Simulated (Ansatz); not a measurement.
# SiCNCl2F (SMILES N#C[Si](F)(Cl)Cl) at HSE06/cc-pVDZ

What is the energy change on altering one bond length of SiCNCl2F at HSE06/cc-pVDZ? 

The calculation is run with Ansatz 0.2.0.

136 further runs of the same task are left out: 6 that didn't finish, 130 set aside as unsound or not needed. Runs told in other sessions of the task aren't counted.

## Step 1: The structure to begin with

SiCNCl2F: 6 atoms, total charge 0, spin state singlet. As SMILES, `N#C[Si](F)(Cl)Cl`. The coordinates come from a PBE0-D4/def2-TZVP relaxation.

Bond lengths: N1–C2 1.151 Å, C2–Si3 1.830 Å, Si3–F4 1.572 Å, Si3–Cl5 2.006 Å, Si3–Cl6 2.006 Å. Angles: N1–C2–Si3 179.1°, C2–Si3–F4 107.4°, C2–Si3–Cl5 109.0°, C2–Si3–Cl6 109.0°, F4–Si3–Cl5 109.6°, F4–Si3–Cl6 109.6°, Cl5–Si3–Cl6 112.0°.

## Step 2: The energy at HSE06/cc-pVDZ

File molecule.yaml:

```yaml
basis:
  gaussian: {orbitals: cc-pVDZ}
crystal:
  periodic: [false, false, false]
  atoms:
    - {symbol: "N", position_ang: [1.752600, -1.361000, 1.114200]}
    - {symbol: C, position_ang: [0.923100, -0.763300, 0.585900]}
    - {symbol: Si, position_ang: [-0.381900, 0.210300, -0.249400]}
    - {symbol: F, position_ang: [-1.471500, -0.801900, -0.758800]}
    - {symbol: Cl, position_ang: [0.422900, 1.177100, -1.812500]}
    - {symbol: Cl, position_ang: [-1.203100, 1.474700, 1.074300]}
hamiltonian: {xc: hse06}
accuracy: high
output: {orbitals: {seedname: orbitals}}
```

On the command line:

```console
$ ansatz run molecule.yaml --threads 1 --pin off --max-ram 3480MiB --events-out events.jsonl --progress --plain --runs-dir runs
```

Log:

```text
Warning: RAYON_NUM_THREADS=1 ignored (pool sized by the plan → 1); use --threads N
Functional definition: HSE06
  name "HSE06"
  parameter a = 0.25
  parameter omega = 0.11/bohr
  exchange = pbe_x - a*pbe_x_sr(omega) + a*exact_x_sr(omega)
  correlation = pbe_c
2106 factors; integrals over basis functions are off by at most 3.2e-9 eV
100 factors; integrals over basis functions are off by at most 9.8e-10 eV
mean field evaluation 1: about -38148.9072 eV, gradient 4.3e1 eV
mean field evaluation 2: about -38140.0418 eV, gradient 7.7e1 eV
mean field evaluation 4: about -38152.7215 eV, gradient 4.2e0 eV
mean field evaluation 8: about -38152.9834 eV, gradient 9.8e-1 eV
mean field evaluation 16: about -38152.9858 eV, gradient 1.7e-4 eV
mean field -38152.98581233 eV, -1402.0963675805 hartree, gradient 4.0e-8 eV, S^2 0.000000; 0 other end points of the search recorded, 0 dependent functions left out
reference -38152.98581517 eV, -1402.0963676848 hartree; 35, 35 occupied and 61, 61 virtual orbitals, 2106 factors
Total energy: -38152.98581517 eV, -1402.0963676848 hartree
```

It took 16 s on 1 thread of Arm Neoverse V1, shared host; peak memory 0.4 GiB.

## Step 3: The distorted shape

File molecule.yaml:

```yaml
crystal:
  periodic: [false, false, false]
  atoms:
    - {symbol: N, position_ang: [1.108776, -2.134420, 2.364648]}
    - {symbol: C, position_ang: [0.279276, -1.536720, 1.836348]}
    - {symbol: Si, position_ang: [-1.025724, -0.563120, 1.001048]}
    - {symbol: F, position_ang: [-2.115324, -1.575320, 0.491648]}
    - {symbol: Cl, position_ang: [0.422900, 1.177100, -1.812500]}
    - {symbol: Cl, position_ang: [-1.846924, 0.701280, 2.324748]}
basis:
  gaussian:
    orbitals: cc-pVDZ
hamiltonian:
  xc: {name: HSE06}
accuracy: high
output: {orbitals: {seedname: orbitals}}
```

On the command line:

```console
$ ansatz run molecule.yaml --threads 1 --pin off --max-ram 3480MiB --events-out events.jsonl --progress --plain --runs-dir runs
```

Log, cut to the lines that bear on the results:

```text
Warning: RAYON_NUM_THREADS=1 ignored (pool sized by the plan → 1); use --threads N
[... 6 set-up lines as earlier in the session ...]
2045 factors; integrals over basis functions are off by at most 2.9e-9 eV
106 factors; integrals over basis functions are off by at most 1.2e-9 eV
mean field evaluation 1: about -38140.6806 eV, gradient 5.0e1 eV
mean field evaluation 2: about -37928.9084 eV, gradient 1.7e2 eV
mean field evaluation 4: about -38140.1417 eV, gradient 3.9e1 eV
mean field evaluation 8: about -38148.3980 eV, gradient 1.4e0 eV
mean field evaluation 16: about -38148.6011 eV, gradient 3.3e-3 eV
mean field -38148.60114962 eV, -1401.9352341979 hartree, gradient 6.4e-8 eV, S^2 0.000000; 0 other end points of the search recorded, 0 dependent functions left out
reference -38148.60115280 eV, -1401.9352343148 hartree; 35, 35 occupied and 61, 61 virtual orbitals, 2045 factors
Total energy: -38148.60115280 eV, -1401.9352343148 hartree
```

Run time: 14 s. Hardware: 1 thread of Arm Neoverse V1, shared host; peak memory 0.38 GiB.

## Step 4: Results

Level: HSE06/cc-pVDZ.

| quantity | value |
| --- | --- |
| first shape: total energy | -1402.09637 Eh |
| first shape: HOMO energy | -9.69 eV |
| first shape: LUMO energy | -1.64 eV |
| first shape: HOMO–LUMO gap | 8.06 eV |
| distorted shape: total energy | -1401.93523 Eh |
| distorted shape: HOMO energy | -7.55 eV |
| distorted shape: LUMO energy | -6.15 eV |
| distorted shape: HOMO–LUMO gap | 1.40 eV |
| energy change with the Si3–Cl5 bond stretched from 2.006 to 3.611 Å | 4.385 eV |

**Reading.** One bond (distorted shape) is far stretched, which a spin-restricted single reference describes badly; a broken-symmetry solution may lie lower. With the Si3–Cl5 bond stretched from 2.006 to 3.611 Å the energy rises by 4.38 eV (101 kcal/mol). The first shape isn't relaxed at this level, so the change isn't measured from a minimum. A restricted reference can't describe the breaking bond well at this length.
